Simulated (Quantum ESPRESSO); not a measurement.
Set up this calculation in Quantum ESPRESSO 7.5, as the native input.

```
Task                             : single point
Functional                       : LDA
Potentials or basis              : GBRV 1.5 LDA
Cutoff                           : 612 eV
Density cutoff                   : 4898 eV
k mesh                           : 3 × 3 × 2
Occupations                      : gaussian, width 0.05 eV
Spin                             : collinear spin, antiferromagnetic start
Starting moments                 : [0.0, 0.0, 2.0, -2.0] μB
Hubbard terms                    : Pt d U = 2 eV
Hubbard projectors               : atomic
Double                           : 2
Start of the occupations         : random2
Moments locked                   : none
Magnetic state asked for         : afm
Form of the LDA correlation      : PZ81
Symmetry                         : off
Formal shell electrons           : 3 d8, 4 d8
Iterations with occupations held : 5
Nosym                            : yes
SCF threshold                    : 1e-06 Ry
Most SCF iterations              : 100
Mixing ndim                      : 20
Mixing beta                      : 0.7
```

The system is TePt.

```xyz
4
Lattice="4.1110 0.0000 0.0000 -2.0555 3.5602 0.0000 0.0000 0.0000 5.4460" Properties=species:S:1:pos:R:3 pbc="T T T"
Te    0.0000    2.3735    1.3615
Te    2.0555    1.1867    4.0845
Pt    0.0000    0.0000    0.0000
Pt    0.0000    0.0000    2.7230
```

Measurements of this composition are mostly on another form, of space group No. 166.

The input as run:

pw.in

```
&CONTROL
  calculation = 'scf'
  prefix = 'pwscf'
  outdir = './tmp'
  pseudo_dir = './pseudo'
  tprnfor = .true.
  disk_io = 'nowf'
/
&SYSTEM
  ibrav = 0
  nat = 4
  ntyp = 3
  ecutwfc = 45
  ecutrho = 360
  nbnd = 34
  occupations = 'smearing'
  smearing = 'gaussian'
  degauss = 0.00367493
  nspin = 2
  starting_magnetization(1) = 0
  starting_magnetization(2) = 0.125
  starting_magnetization(3) = -0.125
  nosym = .true.
/
&ELECTRONS
  conv_thr = 1d-06
  electron_maxstep = 100
  mixing_beta = 0.7
  mixing_ndim = 20
  startingpot = 'file'
  mixing_fixed_ns = 5
/
ATOMIC_SPECIES
Te   127.6000 te_lda_v1.uspp.F.UPF
Pt1  195.0840 pt_lda_v1.4.uspp.F.UPF
Pt2  195.0840 pt_lda_v1.4.uspp.F.UPF
CELL_PARAMETERS angstrom
   4.1109992400    0.0000000000    0.0000000000
  -2.0554996200    3.5602297800    0.0000000000
   0.0000000000    0.0000000000    5.4459992500
ATOMIC_POSITIONS crystal
Te     0.3333333333    0.6666666667    0.2500000000
Te     0.6666666667    0.3333333333    0.7500000000
Pt1    0.0000000000    0.0000000000    0.0000000000
Pt2    0.0000000000    0.0000000000    0.5000000000
K_POINTS automatic
3 3 2 0 0 0
HUBBARD {atomic}
U Pt1-5d 2.0
U Pt2-5d 2.0
```

start.in

```
&CONTROL
  calculation = 'scf'
  prefix = 'pwscf'
  outdir = './tmp'
  pseudo_dir = './pseudo'
  disk_io = 'nowf'
/
&SYSTEM
  ibrav = 0
  nat = 4
  ntyp = 3
  ecutwfc = 45
  ecutrho = 360
  nbnd = 34
  occupations = 'smearing'
  smearing = 'gaussian'
  degauss = 0.00367493
  nspin = 2
  starting_magnetization(1) = 0
  starting_magnetization(2) = 0.125
  starting_magnetization(3) = -0.125
  nosym = .true.
/
&ELECTRONS
  conv_thr = 1d-06
  electron_maxstep = 1
  mixing_beta = 0.7
  mixing_ndim = 20
  scf_must_converge = .false.
/
ATOMIC_SPECIES
Te   127.6000 te_lda_v1.uspp.F.UPF
Pt1  195.0840 pt_lda_v1.4.uspp.F.UPF
Pt2  195.0840 pt_lda_v1.4.uspp.F.UPF
CELL_PARAMETERS angstrom
   4.1109992400    0.0000000000    0.0000000000
  -2.0554996200    3.5602297800    0.0000000000
   0.0000000000    0.0000000000    5.4459992500
ATOMIC_POSITIONS crystal
Te     0.3333333333    0.6666666667    0.2500000000
Te     0.6666666667    0.3333333333    0.7500000000
Pt1    0.0000000000    0.0000000000    0.0000000000
Pt2    0.0000000000    0.0000000000    0.5000000000
K_POINTS automatic
3 3 2 0 0 0
HUBBARD {atomic}
U Pt1-5d 2.0
U Pt2-5d 2.0
```

occup.txt

```
 0.0000  0.0000  0.0000  0.0000  0.0000
 0.0000  0.0000  0.0000  0.0000  0.0000
 0.0000  0.0000  0.0000  0.0000  0.0000
 0.0000  0.0000  0.0000  0.0000  0.0000
 0.0000  0.0000  0.0000  0.0000  0.0000
 0.0000  0.0000  0.0000  0.0000  0.0000
 0.0000  0.0000  0.0000  0.0000  0.0000
 0.0000  0.0000  0.0000  0.0000  0.0000
 0.0000  0.0000  0.0000  0.0000  0.0000
 0.0000  0.0000  0.0000  0.0000  0.0000
 0.0000  0.0000  0.0000  0.0000  0.0000
 0.0000  0.0000  0.0000  0.0000  0.0000
 0.0000  0.0000  0.0000  0.0000  0.0000
 0.0000  0.0000  0.0000  0.0000  0.0000
 0.0000  0.0000  0.0000  0.0000  0.0000
 0.0000  0.0000  0.0000  0.0000  0.0000
 0.0000  0.0000  0.0000  0.0000  0.0000
 0.0000  0.0000  0.0000  0.0000  0.0000
 0.0000  0.0000  0.0000  0.0000  0.0000
 0.0000  0.0000  0.0000  0.0000  0.0000
 1.0000  0.0000  0.0000  0.0000  0.0000
 0.0000  1.0000  0.0000  0.0000  0.0000
 0.0000  0.0000  1.0000  0.0000  0.0000
 0.0000  0.0000  0.0000  1.0000  0.0000
 0.0000  0.0000  0.0000  0.0000  1.0000
 0.6629  0.2367  0.1053 -0.3950  0.0178
 0.2367  0.7665 -0.0606  0.2295 -0.2582
 0.1053 -0.0606  0.9645  0.1329  0.0429
-0.3950  0.2295  0.1329  0.5030 -0.1538
 0.0178 -0.2582  0.0429 -0.1538  0.1031
 0.8899 -0.1298 -0.2106 -0.1741  0.0804
-0.1298  0.8469 -0.2483 -0.2053  0.0948
-0.2106 -0.2483  0.5972 -0.3330  0.1538
-0.1741 -0.2053 -0.3330  0.7247  0.1272
 0.0804  0.0948  0.1538  0.1272  0.9413
 0.5096 -0.0450 -0.4053  0.2472 -0.1499
-0.0450  0.9959 -0.0372  0.0227 -0.0138
-0.4053 -0.0372  0.6650  0.2043 -0.1239
 0.2472  0.0227  0.2043  0.8754  0.0756
-0.1499 -0.0138 -0.1239  0.0756  0.9542
```

Potentials or basis: GBRV 1.5 LDA.

Launch:

```console
$ OMP_NUM_THREADS=1 mpirun -n 2 pw.x -in start.in > start.out
$ cp occup.txt tmp/pwscf.save/occup.txt
$ OMP_NUM_THREADS=1 mpirun -n 2 pw.x -in pw.in > pw.out
```

Results of the run:

* Band gap on the k mesh: none (metal or under the smearing width)
* Net moment: 1.29 μB per cell
* Absolute moment: 1.29 μB per cell
* Site moments: Te +0.20; Pt +0.25 μB
* Valence electrons inside the program's atomic spheres: Te 3.25; Pt 14.07

Caveat: the k mesh is coarse (spacing up to 0.59 Å⁻¹), so the values aren't converged; the U is typed as a test and isn't derived for this compound.

Run time: 64 s on 2 MPI ranks on Arm Neoverse V1, with other jobs on the host, peak memory 0.38 GiB a rank.
